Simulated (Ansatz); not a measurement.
# InHCl2 + HBr: a complex and its separated parts

The complex below is one end of an elementary step. How strongly is it bound against its free parts?

The runs use Ansatz 0.2.0, Gaussian basis; PBE0-D4/def2-TZVP structures, single points in def2-TZVPP, no counterpoise correction.

Levels: SPW92, PBE-D4, BLYP-D4, r2SCAN-D4, B97M-V, PBE0-D4, B3LYP-D4, r2SCAN0-D4, BHLYP-D4, CAM-B3LYP-D4, wB97X-V, wB97M-V, B2PLYP, PBE-QIDH, RPA on PBE, Hartree-Fock, MP2, CCSD, CCSD(T).

Cores are frozen in the correlated methods. Filled d shells of the heavier atoms are correlated. Core potentials replace the inner electrons past krypton, and spin-orbit coupling is left out. B3LYP uses VWN-RPA correlation. B2PLYP carries no dispersion term here.

88 further runs of the same task are left out: 88 set aside as unsound or not needed. Runs told in other sessions of the task aren't counted.

## 1. The system as given

The complex: 6 atoms, charge 0, spin multiplicity 1.

Atoms are counted from 1 here; the program's logs count them from 0.

Bond lengths: In1–Br2 3.046 Å, In1–Cl3 2.325 Å, In1–Cl4 2.325 Å, In1–H6 1.699 Å, Br2–H5 1.424 Å. Angles: Br2–In1–Cl3 93.7°, Br2–In1–Cl4 93.7°, Br2–In1–H6 94.9°, Cl3–In1–Cl4 111.5°, Cl3–In1–H6 123.5°, Cl4–In1–H6 123.5°, In1–Br2–H5 95.8°.

Geometry (Å):

```xyz
6
charge 0, multiplicity 1
In   -0.2984    0.3767   -0.8407
Br    0.4971   -1.0255    1.7437
Cl    0.4758   -1.3486   -2.1936
Cl   -2.5776    0.1755   -0.4269
H     1.3114    0.0341    2.2370
H     0.5918    1.7878   -0.5195
```

Its parts: InHCl2 holds atoms 1, 3, 4, 6; HBr holds atoms 2, 5. Each part counts its atoms afresh in its own runs.

## 2. Relaxing InHCl2 alone

relax-a/in.yaml reads:

```yaml
crystal:
  periodic: [false, false, false]
  atoms:
    - {symbol: In, position_ang: [-0.298424, 0.376720, -0.840743]}
    - {symbol: Cl, position_ang: [0.475752, -1.348584, -2.193585]}
    - {symbol: Cl, position_ang: [-2.577561, 0.175543, -0.426903]}
    - {symbol: H, position_ang: [0.591803, 1.787798, -0.519528]}
basis:
  gaussian: {orbitals: def2-TZVP}
hamiltonian: {xc: pbe0, dispersion: d4}
relax: {f_tol: 0.005, max_steps: 200}
```

On the command line:

```bash
ansatz run in.yaml --threads 8 --pin off --events-out ev --progress --plain --max-ram 19148MiB
```

Standard output (excerpt; [...] marks lines left out):

```text
Functional definition: PBE0
  name "PBE0"
  cite "Adamo & Barone, J. Chem. Phys. 110, 6158 (1999) doi:10.1063/1.478522"
  cite "Perdew, Burke & Ernzerhof, Phys. Rev. Lett. 77, 3865 (1996) doi:10.1103/PhysRevLett.77.3865"
  parent pbe
[...]
1061 factors; their error is unknown
[...]
mean field -30230.61978138 eV, -1110.9547859156 hartree, gradient 2.4e-5 eV, S^2 0.000000; 0 other end points of the search recorded, 0 dependent functions left out
[...]
reference -30230.61981681 eV, -1110.9547872176 hartree; 28, 28 occupied and 102, 102 virtual orbitals, 1061 factors
[...]
1061 factors; their error is unknown
[...]
mean field -30230.65090422 eV, -1110.9559296590 hartree, gradient 2.1e-5 eV, S^2 0.000000; 1 other end points of the search recorded, 0 dependent functions left out
[...]
reference -30230.65093955 eV, -1110.9559309574 hartree; 28, 28 occupied and 102, 102 virtual orbitals, 1061 factors
Total energy: -30230.73351918 eV, -1110.9589657026 hartree
Atom 0 at    -0.328844     0.424878    -0.934864 Å, force    -0.000257    -0.000237    -0.000240 eV/Å
Atom 1 at     0.480811    -1.358368    -2.164212 Å, force     0.000062    -0.000026     0.000020 eV/Å
Atom 2 at    -2.563597     0.161314    -0.402682 Å, force    -0.000018     0.000014     0.000066 eV/Å
Atom 3 at     0.603200     1.763653    -0.479001 Å, force     0.000214     0.000249     0.000154 eV/Å
Dipole moment:     0.293187     0.421071     0.143448 e Å
```

Wall time 6 s (8 threads of AMD EPYC 7R43, shared host).

Step by step:

| step | energy from step 1 (eV) | largest force component (eV/Å) |
| --- | --- | --- |
| 1 | 0.0000 | 0.3880 |
| 2 | -0.0309 | 0.0607 |
| 3 | -0.0313 | 0.0167 |
| 4 | -0.0313 | 0.0003 |

Close pairs (by a distance rule), those that changed most:

| bond | before (Å) | after (Å) | change (Å) |
| --- | --- | --- | --- |
| In1–Cl2 | 2.325 | 2.312 | -0.013 |
| In1–Cl3 | 2.325 | 2.312 | -0.013 |
| In1–H4 | 1.699 | 1.694 | -0.005 |

## 3. Relaxing HBr alone

relax-b/in.yaml reads:

```yaml
crystal:
  periodic: [false, false, false]
  atoms:
    - {symbol: Br, position_ang: [0.497064, -1.025462, 1.743750]}
    - {symbol: H, position_ang: [1.311365, 0.034086, 2.237008]}
basis:
  gaussian: {orbitals: def2-TZVP}
hamiltonian: {xc: pbe0, dispersion: d4}
relax: {f_tol: 0.005, max_steps: 200}
```

On the command line:

```bash
ansatz run in.yaml --threads 8 --pin off --events-out ev --progress --plain --max-ram 19148MiB
```

Standard output (excerpt; [...] marks lines left out):

```text
[... 5 set-up lines as earlier in the session ...]
[...]
457 factors; their error is unknown
[...]
mean field -70054.57258480 eV, -2574.4580577967 hartree, gradient 2.1e-5 eV, S^2 0.000000; 0 other end points of the search recorded, 0 dependent functions left out
[...]
reference -70054.57279944 eV, -2574.4580656843 hartree; 18, 18 occupied and 36, 36 virtual orbitals, 457 factors
Total energy: -70054.57831875 eV, -2574.4582685156 hartree
Atom 0 at     0.498177    -1.024013     1.744424 Å, force    -0.000035    -0.000045    -0.000021 eV/Å
Atom 1 at     1.310252     0.032637     2.236334 Å, force     0.000035     0.000045     0.000021 eV/Å
Dipole moment:     0.113383     0.147531     0.068681 e Å
```

It took 1.1 s on 8 threads of AMD EPYC 7R43, shared host.

Relaxation path:

| step | energy from step 1 (eV) | largest force component (eV/Å) |
| --- | --- | --- |
| 1 | 0.0000 | 0.0747 |
| 2 | -0.0002 | 0.0134 |
| 3 | -0.0002 | 0.0000 |

The bond:

| bond | before (Å) | after (Å) | change (Å) |
| --- | --- | --- | --- |
| Br1–H2 | 1.424 | 1.421 | -0.004 |

## 4. SPW92/def2-TZVPP

parta/in.yaml reads:

```yaml
crystal:
  periodic: [false, false, false]
  atoms:
    - {symbol: In, position_ang: [-0.328844, 0.424878, -0.934864]}
    - {symbol: Cl, position_ang: [0.480811, -1.358368, -2.164212]}
    - {symbol: Cl, position_ang: [-2.563597, 0.161314, -0.402682]}
    - {symbol: H, position_ang: [0.603200, 1.763653, -0.479001]}
basis:
  gaussian: {orbitals: def2-TZVPP}
hamiltonian: {xc: lda}
```

partb/in.yaml reads:

```yaml
crystal:
  periodic: [false, false, false]
  atoms:
    - {symbol: Br, position_ang: [0.498177, -1.024013, 1.744424]}
    - {symbol: H, position_ang: [1.310252, 0.032637, 2.236334]}
basis:
  gaussian: {orbitals: def2-TZVPP}
hamiltonian: {xc: lda}
```

One command serves all of them, each in its own folder.

On the command line:

```bash
ansatz run in.yaml --threads 8 --pin off --events-out ev --progress --plain --max-ram 19148MiB
```

Output in parta (excerpt; [...] marks lines left out):

```text
Functional definition: SPW92
  name "SPW92"
  cite "Dirac, Proc. Camb. Phil. Soc. 26, 376 (1930) doi:10.1017/S0305004100016108"
  cite "Slater, Phys. Rev. 81, 385 (1951) doi:10.1103/PhysRev.81.385"
  cite "Perdew & Wang, Phys. Rev. B 45, 13244 (1992) doi:10.1103/PhysRevB.45.13244"
[...]
1035 factors; their error is unknown
[...]
mean field -30149.05598923 eV, -1107.9573718400 hartree, gradient 5.9e-5 eV, S^2 0.000000; 0 other end points of the search recorded, 0 dependent functions left out
reference -30149.05603502 eV, -1107.9573735228 hartree; 28, 28 occupied and 120, 120 virtual orbitals, 1035 factors
Total energy: -30149.05603502 eV, -1107.9573735228 hartree
```

Output in partb (excerpt; [...] marks lines left out):

```text
[... 5 set-up lines as earlier in the session ...]
[...]
435 factors; their error is unknown
[...]
mean field -69965.45702888 eV, -2571.1831215212 hartree, gradient 6.0e-6 eV, S^2 0.000000; 0 other end points of the search recorded, 0 dependent functions left out
reference -69965.45704993 eV, -2571.1831222947 hartree; 18, 18 occupied and 44, 44 virtual orbitals, 435 factors
Total energy: -69965.45704993 eV, -2571.1831222947 hartree
```

They took 0.55 s (parta), 0.2 s (partb) on 8 threads of AMD EPYC 7R43, shared host.

## 5. PBE-D4/def2-TZVPP

The same edit goes into each in.yaml of step 4 (parta, partb):

```diff
-hamiltonian: {xc: lda}
+hamiltonian: {xc: pbe, dispersion: d4}
```

Each run has its own folder and the same command.

On the command line:

```bash
ansatz run in.yaml --threads 8 --pin off --events-out ev --progress --plain --max-ram 19148MiB
```

Log of parta (excerpt; [...] marks lines left out):

```text
Functional definition: PBE
  name "PBE"
[... 2 set-up lines as earlier in the session ...]
[...]
1035 factors; their error is unknown
[...]
mean field -30228.61822052 eV, -1110.8812299106 hartree, gradient 1.8e-5 eV, S^2 0.000000; 0 other end points of the search recorded, 0 dependent functions left out
reference -30228.61827145 eV, -1110.8812317822 hartree; 28, 28 occupied and 120, 120 virtual orbitals, 1035 factors
Total energy: -30228.71389129 eV, -1110.8847457469 hartree
```

Log of partb (excerpt; [...] marks lines left out):

```text
[... 4 set-up lines as earlier in the session ...]
[...]
435 factors; their error is unknown
[...]
mean field -70052.13668336 eV, -2574.3685400697 hartree, gradient 1.9e-5 eV, S^2 0.000000; 0 other end points of the search recorded, 0 dependent functions left out
reference -70052.13670601 eV, -2574.3685409023 hartree; 18, 18 occupied and 44, 44 virtual orbitals, 435 factors
Total energy: -70052.14349108 eV, -2574.3687902488 hartree
```

Wall times: 0.75 s (parta), 0.25 s (partb) on 8 threads of AMD EPYC 7R43, shared host.

## 6. BLYP-D4/def2-TZVPP

Each input of step 5 (parta, partb) changes in the same lines:

```diff
-hamiltonian: {xc: pbe, dispersion: d4}
+hamiltonian: {xc: {name: BLYP}, dispersion: d4}
```

Each run has its own folder and the same command.

On the command line:

```bash
ansatz run in.yaml --threads 8 --pin off --events-out ev --progress --plain --max-ram 19148MiB
```

Log of parta (excerpt; [...] marks lines left out):

```text
Functional definition: BLYP
  name "BLYP"
  cite "Becke, Phys. Rev. A 38, 3098 (1988) doi:10.1103/PhysRevA.38.3098"
  cite "Lee, Yang & Parr, Phys. Rev. B 37, 785 (1988) doi:10.1103/PhysRevB.37.785"
[...]
1035 factors; their error is unknown
[...]
mean field -30237.45920525 eV, -1111.2061301069 hartree, gradient 2.2e-5 eV, S^2 0.000000; 0 other end points of the search recorded, 0 dependent functions left out
reference -30237.45955477 eV, -1111.2061429516 hartree; 28, 28 occupied and 120, 120 virtual orbitals, 1035 factors
Total energy: -30237.65584968 eV, -1111.2133566564 hartree
```

Output in partb (excerpt; [...] marks lines left out):

```text
[... 4 set-up lines as earlier in the session ...]
[...]
435 factors; their error is unknown
[...]
mean field -70063.39684447 eV, -2574.7823433583 hartree, gradient 8.4e-5 eV, S^2 0.000000; 0 other end points of the search recorded, 0 dependent functions left out
reference -70063.39705285 eV, -2574.7823510159 hartree; 18, 18 occupied and 44, 44 virtual orbitals, 435 factors
Total energy: -70063.41302476 eV, -2574.7829379729 hartree
```

Times: 0.85 s (parta), 0.25 s (partb) on 8 threads of AMD EPYC 7R43, shared host.

## 7. r2SCAN-D4/def2-TZVPP

Each input of step 6 (parta, partb) changes in the same lines:

```diff
-hamiltonian: {xc: {name: BLYP}, dispersion: d4}
+hamiltonian: {xc: r2scan, dispersion: d4}
```

One command serves all of them, each in its own folder.

On the command line:

```bash
ansatz run in.yaml --threads 8 --pin off --events-out ev --progress --plain --max-ram 19148MiB
```

parta printed (excerpt; [...] marks lines left out):

```text
Functional definition: r2SCAN
  name "r2SCAN"
  cite "Furness, Kaplan, Ning, Perdew & Sun, J. Phys. Chem. Lett. 11, 8208 (2020) doi:10.1021/acs.jpclett.0c02405"
  cite "Furness, Kaplan, Ning, Perdew & Sun, J. Phys. Chem. Lett. 11, 9248 (2020) doi:10.1021/acs.jpclett.0c03077"
  parent r2scan
[...]
1035 factors; their error is unknown
[...]
mean field -30239.21398524 eV, -1111.2706170820 hartree, gradient 6.0e-5 eV, S^2 0.000000; 0 other end points of the search recorded, 0 dependent functions left out
reference -30239.21399928 eV, -1111.2706175982 hartree; 28, 28 occupied and 120, 120 virtual orbitals, 1035 factors
Total energy: -30239.23476688 eV, -1111.2713807934 hartree
```

Output in partb (excerpt; [...] marks lines left out):

```text
[... 5 set-up lines as earlier in the session ...]
[...]
435 factors; their error is unknown
[...]
mean field -70062.28305423 eV, -2574.7414123219 hartree, gradient 2.3e-5 eV, S^2 0.000000; 0 other end points of the search recorded, 0 dependent functions left out
reference -70062.28306034 eV, -2574.7414125463 hartree; 18, 18 occupied and 44, 44 virtual orbitals, 435 factors
Total energy: -70062.28451943 eV, -2574.7414661670 hartree
```

Times: 1.5 s (parta), 0.5 s (partb) on 8 threads of AMD EPYC 7R43, shared host.

## 8. B97M-V/def2-TZVPP

The same edit goes into each in.yaml of step 7 (parta, partb):

```diff
-hamiltonian: {xc: r2scan, dispersion: d4}
+hamiltonian: {xc: {name: B97M-V}}
```

One command serves all of them, each in its own folder.

On the command line:

```bash
ansatz run in.yaml --threads 8 --pin off --events-out ev --progress --plain --max-ram 19148MiB
```

parta printed (excerpt; [...] marks lines left out):

```text
Functional definition: B97M-V
  name "B97M-V"
  cite "Mardirossian & Head-Gordon, J. Chem. Phys. 142, 074111 (2015) doi:10.1063/1.4907719"
  cite "Becke, J. Chem. Phys. 107, 8554 (1997) doi:10.1063/1.475007"
  cite "Vydrov & Van Voorhis, J. Chem. Phys. 133, 244103 (2010) doi:10.1063/1.3521275"
  # Of w^i u^j: cxij and so on, Table III.
[...]
  gx(w, u) = cx00 + cx01*u + cx02*u^2 + (cx10 + cx11*u)*w
[...]
  gos(w, u) = cos00 + cos01*u + cos03*u^3 + cos10*w + cos32*w^3*u^2
[...]
      + integral(e_c_pw_mod_opposite_spin*gos(b97_w_opposite, b97_u_opposite)) + vv10(b, c)
1035 factors; their error is unknown
[...]
mean field -30232.57393051 eV, -1111.0265995715 hartree, gradient 2.4e-5 eV, S^2 0.000000; 0 other end points of the search recorded, 0 dependent functions left out
reference -30232.57400259 eV, -1111.0266022206 hartree; 28, 28 occupied and 120, 120 virtual orbitals, 1035 factors
Total energy: -30232.57400259 eV, -1111.0266022206 hartree
```

Output in partb (excerpt; [...] marks lines left out):

```text
[... 5 set-up lines as earlier in the session ...]
  # Of w^i u^j: cxij and so on, Table III.
[...]
  gx(w, u) = cx00 + cx01*u + cx02*u^2 + (cx10 + cx11*u)*w
[...]
  gos(w, u) = cos00 + cos01*u + cos03*u^3 + cos10*w + cos32*w^3*u^2
[...]
      + integral(e_c_pw_mod_opposite_spin*gos(b97_w_opposite, b97_u_opposite)) + vv10(b, c)
435 factors; their error is unknown
[...]
mean field -70050.13092691 eV, -2574.2948298799 hartree, gradient 1.6e-5 eV, S^2 0.000000; 0 other end points of the search recorded, 0 dependent functions left out
reference -70050.13095876 eV, -2574.2948310502 hartree; 18, 18 occupied and 44, 44 virtual orbitals, 435 factors
Total energy: -70050.13095876 eV, -2574.2948310502 hartree
```

They took 2 s (parta), 0.55 s (partb) on 8 threads of AMD EPYC 7R43, shared host.

## 9. PBE0-D4/def2-TZVPP

The same edit goes into each in.yaml of step 8 (parta, partb):

```diff
-hamiltonian: {xc: {name: B97M-V}}
+hamiltonian: {xc: pbe0, dispersion: d4}
+output: {orbitals: {seedname: orbitals}}
```

Each run has its own folder and the same command.

On the command line:

```bash
ansatz run in.yaml --threads 8 --pin off --events-out ev --progress --plain --max-ram 19148MiB
```

Log of parta (excerpt; [...] marks lines left out):

```text
[... 5 set-up lines as earlier in the session ...]
[...]
1190 factors; their error is unknown
[...]
mean field -30230.65731048 eV, -1110.9561650846 hartree, gradient 1.1e-5 eV, S^2 0.000000; 0 other end points of the search recorded, 0 dependent functions left out
reference -30230.65734576 eV, -1110.9561663811 hartree; 28, 28 occupied and 120, 120 virtual orbitals, 1190 factors
Total energy: -30230.73992537 eV, -1110.9592011260 hartree
```

Log of partb (excerpt; [...] marks lines left out):

```text
[... 5 set-up lines as earlier in the session ...]
[...]
472 factors; their error is unknown
[...]
mean field -70054.59430822 eV, -2574.4588561175 hartree, gradient 7.2e-6 eV, S^2 0.000000; 0 other end points of the search recorded, 0 dependent functions left out
reference -70054.59432548 eV, -2574.4588567517 hartree; 18, 18 occupied and 44, 44 virtual orbitals, 472 factors
Total energy: -70054.59984480 eV, -2574.4590595830 hartree
```

They took 1.1 s (parta), 0.25 s (partb) on 8 threads of AMD EPYC 7R43, shared host.

## 10. B3LYP-D4/def2-TZVPP

The same edit goes into each in.yaml of step 9 (parta, partb):

```diff
-hamiltonian: {xc: pbe0, dispersion: d4}
-output: {orbitals: {seedname: orbitals}}
+hamiltonian: {xc: {name: B3LYP}, dispersion: d4}
```

One command serves all of them, each in its own folder.

On the command line:

```bash
ansatz run in.yaml --threads 8 --pin off --events-out ev --progress --plain --max-ram 19148MiB
```

Log of parta (excerpt; [...] marks lines left out):

```text
Functional definition: B3LYP
  name "B3LYP"
  cite "Stephens, Devlin, Chabalowski & Frisch, J. Phys. Chem. 98, 11623 (1994) doi:10.1021/j100096a001"
[... 2 set-up lines as earlier in the session ...]
  cite "Vosko, Wilk & Nusair, Can. J. Phys. 58, 1200 (1980) doi:10.1139/p80-159"
[...]
1150 factors; their error is unknown
[...]
mean field -30241.54074012 eV, -1111.3561237470 hartree, gradient 1.1e-5 eV, S^2 0.000000; 0 other end points of the search recorded, 0 dependent functions left out
reference -30241.54099922 eV, -1111.3561332685 hartree; 28, 28 occupied and 120, 120 virtual orbitals, 1150 factors
Total energy: -30241.69855703 eV, -1111.3619234112 hartree
```

partb printed (excerpt; [...] marks lines left out):

```text
[... 6 set-up lines as earlier in the session ...]
[...]
472 factors; their error is unknown
[...]
mean field -70063.59659744 eV, -2574.7896841445 hartree, gradient 6.2e-6 eV, S^2 0.000000; 0 other end points of the search recorded, 0 dependent functions left out
reference -70063.59675463 eV, -2574.7896899211 hartree; 18, 18 occupied and 44, 44 virtual orbitals, 472 factors
Total energy: -70063.60788805 eV, -2574.7900990667 hartree
```

Times: 1.1 s (parta), 0.3 s (partb) on 8 threads of AMD EPYC 7R43, shared host.

## 11. r2SCAN0-D4/def2-TZVPP

Each input of step 10 (parta, partb) changes in the same lines:

```diff
-hamiltonian: {xc: {name: B3LYP}, dispersion: d4}
+hamiltonian: {xc: {name: r2SCAN0}, dispersion: d4}
```

One command serves all of them, each in its own folder.

On the command line:

```bash
ansatz run in.yaml --threads 8 --pin off --events-out ev --progress --plain --max-ram 19148MiB
```

Log of parta (excerpt; [...] marks lines left out):

```text
Functional definition: r2SCAN0
  name "r2SCAN0"
  cite "Bursch, Neugebauer, Ehlert & Grimme, J. Chem. Phys. 156, 134105 (2022) doi:10.1063/5.0086040"
[... 3 set-up lines as earlier in the session ...]
[...]
1190 factors; their error is unknown
[...]
mean field -30238.12283078 eV, -1111.2305178954 hartree, gradient 1.2e-5 eV, S^2 0.000000; 0 other end points of the search recorded, 0 dependent functions left out
reference -30238.12284131 eV, -1111.2305182825 hartree; 28, 28 occupied and 120, 120 virtual orbitals, 1190 factors
Total energy: -30238.14927537 eV, -1111.2314897161 hartree
```

Output in partb (excerpt; [...] marks lines left out):

```text
[... 6 set-up lines as earlier in the session ...]
[...]
472 factors; their error is unknown
[...]
mean field -70062.25259027 eV, -2574.7402927920 hartree, gradient 7.3e-6 eV, S^2 0.000000; 0 other end points of the search recorded, 0 dependent functions left out
reference -70062.25259516 eV, -2574.7402929716 hartree; 18, 18 occupied and 44, 44 virtual orbitals, 472 factors
Total energy: -70062.25431001 eV, -2574.7403559912 hartree
```

Wall times: 1.8 s (parta), 0.5 s (partb) on 8 threads of AMD EPYC 7R43, shared host.

## 12. BHLYP-D4/def2-TZVPP

The same edit goes into each in.yaml of step 11 (parta, partb):

```diff
-hamiltonian: {xc: {name: r2SCAN0}, dispersion: d4}
+hamiltonian: {xc: {name: BHLYP}, dispersion: d4}
```

One command serves all of them, each in its own folder.

On the command line:

```bash
ansatz run in.yaml --threads 8 --pin off --events-out ev --progress --plain --max-ram 19148MiB
```

Output in parta (excerpt; [...] marks lines left out):

```text
Functional definition: BHLYP
  name "BHLYP"
  cite "Becke, J. Chem. Phys. 98, 1372 (1993) doi:10.1063/1.464304"
[... 2 set-up lines as earlier in the session ...]
[...]
1272 factors; their error is unknown
[...]
mean field -30236.78809355 eV, -1111.1814672069 hartree, gradient 1.9e-5 eV, S^2 0.000000; 0 other end points of the search recorded, 0 dependent functions left out
reference -30236.78826519 eV, -1111.1814735146 hartree; 28, 28 occupied and 120, 120 virtual orbitals, 1272 factors
Total energy: -30236.94664643 eV, -1111.1872939178 hartree
```

partb printed (excerpt; [...] marks lines left out):

```text
[... 5 set-up lines as earlier in the session ...]
[...]
514 factors; their error is unknown
[...]
mean field -70062.48031263 eV, -2574.7486614344 hartree, gradient 8.3e-6 eV, S^2 0.000000; 0 other end points of the search recorded, 0 dependent functions left out
reference -70062.48042048 eV, -2574.7486653979 hartree; 18, 18 occupied and 44, 44 virtual orbitals, 514 factors
Total energy: -70062.48828000 eV, -2574.7489542298 hartree
```

Wall times: 1.1 s (parta), 0.25 s (partb) on 8 threads of AMD EPYC 7R43, shared host.

(Part 1 of 2 ends here.)
